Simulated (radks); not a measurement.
# Excited configurations of Mg³⁺

Aim: excitation energies and quantum defects of the outer electron of Mg³⁺, by total-energy differences.

Method: Dirac Kohn-Sham, LDA (Slater exchange, Perdew-Wang correlation), spin-unpolarised, spherical densities, finite nucleus; open shells fill j = l - 1/2 first. Code: radks (a radial shooting solver on a logarithmic mesh, Libxc functionals) version 1.

### Step 1. The atom as given

```
element            : magnesium (Z = 12)
charge             : +3
electrons          : 9
configuration      : [He] 2s2 2p5
nuclear rms radius : 3.057 fm
```

### Step 2. Ground configuration: [He] 2s2 2p5

The run's settings:

```text
Z 12
configuration [He] 2s2 2p5
relativity Dirac
functional lda,pw
spin unpolarised
j_filling energy
nucleus finite rms 3.057 fm
c 137.035999084
```

### Step 3. The ion: [He] 2s2 2p4

Input: that of step 2 with these lines changed.

```diff
@@ -1,3 +1,3 @@
 Z 12
-configuration [He] 2s2 2p5
+configuration [He] 2s2 2p4
 relativity Dirac
```

### Step 4. Outer electron in 3p: [He] 2s2 2p4 3p1

Input: that of step 3 with these lines changed.

```diff
@@ -1,3 +1,3 @@
 Z 12
-configuration [He] 2s2 2p4
+configuration [He] 2s2 2p4 3p1
 relativity Dirac
```

### Step 5. Outer electron in 3d: [He] 2s2 2p4 3d1

Input: that of step 4 with these lines changed.

```diff
@@ -1,3 +1,3 @@
 Z 12
-configuration [He] 2s2 2p4 3p1
+configuration [He] 2s2 2p4 3d1
 relativity Dirac
```

### Step 6. Outer electron in 5p: [He] 2s2 2p4 5p1

Input: that of step 5 with these lines changed.

```diff
@@ -1,3 +1,3 @@
 Z 12
-configuration [He] 2s2 2p4 3d1
+configuration [He] 2s2 2p4 5p1
 relativity Dirac
```

### Step 7. Outer electron in 6s: [He] 2s2 2p4 6s1

Input: that of step 6 with these lines changed.

```diff
@@ -1,3 +1,3 @@
 Z 12
-configuration [He] 2s2 2p4 5p1
+configuration [He] 2s2 2p4 6s1
 relativity Dirac
```

### Step 8. Outer electron in 6f: [He] 2s2 2p4 6f1

Input: that of step 7 with these lines changed.

```diff
@@ -1,3 +1,3 @@
 Z 12
-configuration [He] 2s2 2p4 6s1
+configuration [He] 2s2 2p4 6f1
 relativity Dirac
```

### Step 9. Outer electron in 7p: [He] 2s2 2p4 7p1

Input: that of step 8 with these lines changed.

```diff
@@ -1,3 +1,3 @@
 Z 12
-configuration [He] 2s2 2p4 6f1
+configuration [He] 2s2 2p4 7p1
 relativity Dirac
```

Q: Predict the outcome of this session. Wanted: for each run, outer orbital; excitation; binding; n*; quantum defect; <r>.

As calculated:

| outer orbital | excitation (eV) | binding (eV) | n* | quantum defect | <r> (bohr) |
| --- | --- | --- | --- | --- | --- |
| 3p | 77.653 | 34.543 | 2.510 | 0.490 | 2.159 |
| 3d | 86.646 | 25.550 | 2.919 | 0.081 | 2.388 |
| 5p | 101.29 | 10.905 | 4.468 | 0.532 | 7.354 |
| 6s | 104.23 | 7.965 | 5.228 | 0.772 | 10.42 |
| 6f | 105.97 | 6.225 | 5.913 | 0.087 | 11.82 |
| 7p | 106.89 | 5.308 | 6.404 | 0.596 | 15.46 |

**Reading.** Binding is E(ion) − E, and n* = 4/√(2·binding) in atomic units. The Δ-SCF energy to the ion that was run is 112.20 eV (NIST's first ionisation energy, to the ion's ground state: 109.27 eV, semi-empirical). Mean quantum defects: p 0.54, d 0.08, s 0.77, f 0.09. Self-interaction in the functional shifts them, so they are the method's values and not measured ones. Spin polarisation and multiplet splitting are left out, so open shells lie too high by an amount that depends on their filling.
